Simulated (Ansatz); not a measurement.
# ClH₄NOSn: one species, many methods

Aim: compute ClH₄NOSn with functionals from several rungs and with coupled cluster, and see how far each lands from CCSD(T) at the basis-set limit for the atomisation energy.

Method: functionals in def2-TZVPP, the program's frozen cores in correlated methods; program: Ansatz 0.2.0, Gaussian basis.

Levels to be run: LDA (SPW92), PBE-D4, revPBE-D4, BLYP-D4, r2SCAN-D4, B97M-V, PBE0-D4, B3LYP-D4, r2SCANh-D4, r2SCAN0-D4, HSE06-D4, BHLYP-D4, CAM-B3LYP-D4, LC-ωPBE, ωB97X-V, ωB97M-V, B2PLYP, PBE-QIDH; CCSD(T)/def2-SVP; CCSD(T)/def2-TZVPP; MP2/def2-QZVPP; extrapolation to the limit; RPA on PBE.

1 further run of the same task is left out (for a known fault of the program).

## Step 1: Structure used throughout

All runs share one geometry, relaxed beforehand with PBE0-D4 in a triple-zeta def2 set. Sn takes the def2 core potential; no spin-orbit term is included.

SMILES `[NH2][SnH]([OH])[Cl]`, 8 atoms, charge 0, spin multiplicity 1.

Atoms are counted from 1 here; the program's logs count them from 0.

Bond lengths: N1–Sn2 1.997 Å, N1–H5 1.011 Å, N1–H6 1.012 Å, Sn2–O3 1.948 Å, Sn2–Cl4 2.344 Å, Sn2–H7 1.696 Å, O3–H8 0.961 Å. Angles: Sn2–N1–H5 114.9°, Sn2–N1–H6 113.1°, H5–N1–H6 108.6°, N1–Sn2–O3 103.9°, N1–Sn2–Cl4 114.0°, N1–Sn2–H7 112.7°, O3–Sn2–Cl4 104.2°, O3–Sn2–H7 114.1°, Cl4–Sn2–H7 107.8°, Sn2–O3–H8 112.2°.

## Step 2: LDA

This LDA is Slater exchange with PW92 correlation.

in.yaml

```yaml
crystal:
  periodic: [false, false, false]
  atoms:
    - {symbol: N, position_ang: [-0.433720, 1.502189, 0.232881]}
    - {symbol: Sn, position_ang: [0.191719, -0.388128, 0.379758]}
    - {symbol: O, position_ang: [1.485692, -0.564916, -1.065700]}
    - {symbol: Cl, position_ang: [-1.454762, -1.978603, -0.124134]}
    - {symbol: H, position_ang: [-1.180472, 1.754378, 0.866675]}
    - {symbol: H, position_ang: [-0.707142, 1.758012, -0.707333]}
    - {symbol: H, position_ang: [0.814936, -0.753815, 1.913798]}
    - {symbol: H, position_ang: [1.375951, -1.386318, -1.551845]}
basis:
  gaussian: {orbitals: def2-TZVPP}
hamiltonian: {xc: lda}
output: {orbitals: {seedname: orbitals}}
```

The run is started by

```
$ ansatz run in.yaml --threads 4 --pin off --events-out ev --progress --plain --max-ram 10444MiB
```

The runs that follow: PBE-D4 (GGA); revPBE-D4 (GGA); BLYP-D4 (GGA); r2SCAN-D4 (meta-GGA); B97M-V (meta-GGA); B3LYP-D4 (hybrid); r2SCANh-D4 (hybrid); r2SCAN0-D4 (hybrid); HSE06-D4 (hybrid); BHLYP-D4 (hybrid); CAM-B3LYP-D4 (range-separated); LC-ωPBE (range-separated); ωB97X-V (range-separated); ωB97M-V (range-separated); B2PLYP (double hybrid); PBE-QIDH (double hybrid); CCSD(T) in def2-SVP; CCSD(T) in def2-TZVPP; MP2 in def2-QZVPP; RPA on PBE orbitals.

Before running them: what should the planned runs give, taken together? Wanted: atomisation energy, CCSD(T)/CBS; farthest beyond LDA; mean size of error, GGA; mean size of error, meta-GGA; mean size of error, hybrid; mean size of error, range-separated; mean size of error, double hybrid; gap, smallest and largest; T1 diagnostic.

As calculated:

| quantity | value |
| --- | --- |
| atomisation energy, CCSD(T)/CBS | 2475.7 kJ/mol |
| functionals within 24.8 kJ/mol (1.0 %) | PBE-D4, B97M-V, ωB97X-V |
| farthest beyond LDA | BHLYP-D4 (-146.0 kJ/mol) |
| mean size of error, GGA | 37.6 kJ/mol |
| mean size of error, meta-GGA | 23.5 kJ/mol |
| mean size of error, hybrid | 81.4 kJ/mol |
| mean size of error, range-separated | 31.4 kJ/mol |
| mean size of error, double hybrid | 76.7 kJ/mol |
| gap, smallest and largest | 4.49 eV (BLYP-D4), 12.13 eV (LC-ωPBE) |
| T1 diagnostic | 0.0126 |
| triples share of the correlation energy | 3.5 % |

**Reading.** The LDA atomisation energy is off by 368.5 kJ/mol (15 %): it overbinds. PBE-D4 is off by +9.6 kJ/mol. Double hybrids carry the basis error of their MP2 part in triple zeta, and no dispersion term here, so their miss is partly the set-up's. Taken by rung, meta-GGA functionals do best (23.5 kJ/mol on average) and hybrid ones worst beyond LDA (81.4 kJ/mol). The gap between the best rungs is small, so their order is not settled. The mean of the hybrids holds BHLYP, with half exact exchange. The reference freezes the cores and leaves out spin-orbit coupling and excitations past (T), and its outer-core shells are covered unevenly, so misses under about 24.8 kJ/mol can't be ranked. All levels share the lack of spin-orbit coupling, which lowers the free heavy atoms and so the true binding. Hartree-Fock recovers 64 % of the binding; the rest is correlation. CCSD(T) in def2-SVP is off by -275.4 kJ/mol, so the small basis spoils what the method gains. The gap grows from 4.5 to 12.1 eV across the functionals, mostly with the share of exact exchange. Correlated methods include outer-core shells of Sn, which these sets cover unevenly.
